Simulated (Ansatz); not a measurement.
# GaSO radical: functionals against CCSD(T) at one geometry

The task here is to estimate one member of a computed series from the others.

Method: single points in def2-TZVPP; program: Ansatz 0.2.0, Gaussian basis.

Cores are frozen in the correlated methods. Filled d shells of the heavier atoms are correlated. Orbitals are unrestricted.

## The starting structure

SMILES `[O]1[S][Ga]1`, 3 atoms, charge 0, spin multiplicity 2.

Atoms are counted from 1 here; the program's logs count them from 0.

Bond lengths: O1–S2 1.507 Å, O1–Ga3 1.874 Å, S2–Ga3 2.483 Å. Angles: S2–O1–Ga3 93.9°, O1–S2–Ga3 48.9°, O1–Ga3–S2 37.3°.

As a file:

```xyz
3
charge 0, multiplicity 2
O     0.5204    0.5053    0.2924
S    -0.8211    0.7462   -0.3506
Ga    0.4335   -1.3540    0.0735
```

Set-up of the first run:

run/in.yaml reads:

```yaml
crystal:
  periodic: [false, false, false]
  atoms:
    - {symbol: O, position_ang: [0.520400, 0.505300, 0.292400]}
    - {symbol: S, position_ang: [-0.821100, 0.746200, -0.350600]}
    - {symbol: Ga, position_ang: [0.433500, -1.354000, 0.073500]}
basis:
  gaussian: {orbitals: def2-TZVPP}
magnetization: {spin_polarized: true, initial_magnetization: 1}
correlation: {method: ccsd_t}
scf: {omitted_lower_state_checks: [cluster_reference]}
output: {forces: true}
```

The command line of these runs was not kept.

Steps of the session up to this table: CCSD(T)/def2-TZVPP; PBE0-D4/def2-TZVPP; wB97M-V/def2-TZVPP; r2SCAN-D4/def2-TZVPP; PBE-D4/def2-TZVPP; CAM-B3LYP-D4/def2-TZVPP; BLYP-D4/def2-TZVPP.

One table of the session follows, with a row left open; its other results are not shown here.

| method | RMS force component (eV/Å) | angle to CCSD(T) forces (°) | dipole (D) |
| --- | --- | --- | --- |
| CCSD(T) | 2.416 | reference | 1.28 |
| PBE0-D4 | 2.110 | 4.5 | 1.33 |
| wB97M-V | ? | ? | ? |
| r2SCAN-D4 | 2.255 | 3.7 | 1.14 |
| PBE-D4 | 2.549 | 5.7 | 1.20 |
| CAM-B3LYP-D4 | 2.096 | 3.2 | 1.46 |
| BLYP-D4 | 2.732 | 6.6 | 1.25 |

Estimate the missing values for wB97M-V.

The run gave: RMS force component (eV/Å): 2.179; angle to CCSD(T) forces (°): 3.1; dipole (D): 1.43. In the column «RMS force component (eV/Å)» it lies between PBE0-D4 (2.110) and r2SCAN-D4 (2.255).
